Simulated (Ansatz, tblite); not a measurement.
# The cluster B2As3−: one state, many levels

One table from this session's results is given with a row withheld; the runs are named, their logs left out.

The runs use Ansatz 0.2.0, Gaussian basis; as each input shows.

Levels to be run: GFN1-xTB, GFN2-xTB, PBE-D4/def2-TZVPD, r2SCAN-D4/def2-TZVPD, B2PLYP/def2-TZVPD, BHLYP-D4/def2-TZVPD, PBE+10HF/def2-SVPD, PBE+15HF/def2-SVPD, PBE+40HF/def2-SVPD, PBE-D4/def2-SVPD, PBE0-D4/def2-SVPD, HF/6-31G, B3LYP-D4/6-31G, CCSD(T)/def2-SVPD, MP2/def2-TZVPD, RPA/def2-TZVPD.

3 further runs of the same task are left out: 3 set aside as unsound or not needed.

### The geometry

The geometry is that of the singlet, from an earlier relaxation (PBE-D4/def2-SVPD). At that level it is the lowest of the isomers that a small search found.

5 atoms, charge -1, spin multiplicity 1.

Bond lengths: B1–B2 1.770 Å, B1–As4 1.933 Å, B1–As5 2.024 Å, B2–As3 1.962 Å, B2–As5 1.921 Å, As3–As4 2.517 Å. Angles: B2–B1–As4 120.2°, B2–B1–As5 60.4°, As4–B1–As5 159.7°, B1–B2–As3 73.9°, B1–B2–As5 66.4°, As3–B2–As5 137.1°, B2–As3–As4 90.7°, B1–As4–As3 58.9°, B1–As5–B2 53.2°.

The ion is computed in the gas phase, without counter-ions or solvent.

PBE0-D4/def2-TZVPD was run before; its log isn't repeated, and its numbers join the tables.

Set-up of the first run:

Tight binding, by tblite at 300 K electronic temperature and without a spin-polarisation term:

```python
tblite.interface.Calculator('GFN1-xTB', numbers, positions, charge=-1, uhf=0).singlepoint()
```

Tight binding, by tblite at 300 K electronic temperature and without a spin-polarisation term:

```python
tblite.interface.Calculator('GFN2-xTB', numbers, positions, charge=-1, uhf=0).singlepoint()
```

start.molden holds the orbitals of an earlier run on this state, given as this run's starting guess.

in.yaml

```yaml
crystal:
  periodic: [false, false, false]
  atoms:
    - {symbol: B, position_ang: [0.069253, 0.042072, -0.677565]}
    - {symbol: B, position_ang: [0.298071, -0.779778, 0.872895]}
    - {symbol: As, position_ang: [-1.185122, 0.477940, 1.135661]}
    - {symbol: As, position_ang: [-0.320897, 1.934769, -0.726225]}
    - {symbol: As, position_ang: [1.138695, -1.675002, -0.604767]}
basis:
  gaussian: {orbitals: def2-TZVPD, initial_orbitals: start.molden}
total_charge: -1
hamiltonian: {xc: pbe, dispersion: d4}
scf: {omitted_lower_state_checks: [starts]}
output: {forces: true, orbitals: {seedname: orbitals}}
```

On the command line:

```sh
$ ansatz run in.yaml --threads 4 --pin off --events-out ev --progress --plain --max-ram 4787MiB
```

Among the steps run: PBE-D4/def2-TZVPD; r2SCAN-D4/def2-TZVPD; B2PLYP/def2-TZVPD; BHLYP-D4/def2-TZVPD; PBE+10HF/def2-SVPD; PBE+15HF/def2-SVPD; PBE+40HF/def2-SVPD; PBE-D4/def2-SVPD; PBE0-D4/def2-SVPD; HF/6-31G; B3LYP-D4/6-31G; CCSD(T)/def2-SVPD; MP2/def2-TZVPD; RPA/def2-TZVPD.

One of the session's tables, all rows but one given; the rest of the session is left out.

| level | HOMO (eV) | LUMO (eV) | gap (eV) |
| --- | --- | --- | --- |
| HF/6-31G | -2.61 | 4.46 | 7.08 |
| PBE-D4/def2-SVPD | -0.03 | 1.10 | 1.13 |
| PBE-D4/def2-TZVPD | -0.10 | 1.04 | 1.14 |
| r2SCAN-D4/def2-TZVPD | -0.27 | 1.03 | 1.30 |
| B3LYP-D4/6-31G | -0.52 | 1.77 | 2.29 |
| PBE0-D4/def2-SVPD | -0.86 | 1.69 | 2.55 |
| PBE0-D4/def2-TZVPD | -0.92 | 1.64 | 2.56 |
| BHLYP-D4/def2-TZVPD | ? | ? | ? |
| PBE+10HF/def2-SVPD | -0.36 | 1.34 | 1.70 |
| PBE+15HF/def2-SVPD | -0.52 | 1.46 | 1.98 |
| PBE+40HF/def2-SVPD | -1.37 | 2.05 | 3.42 |

Q: Estimate the row for BHLYP-D4/def2-TZVPD from the others.

As computed: HOMO (eV): -1.57; LUMO (eV): 2.40; gap (eV): 3.97. In the column «HOMO (eV)» it lies between HF/6-31G (-2.61) and PBE+40HF/def2-SVPD (-1.37).
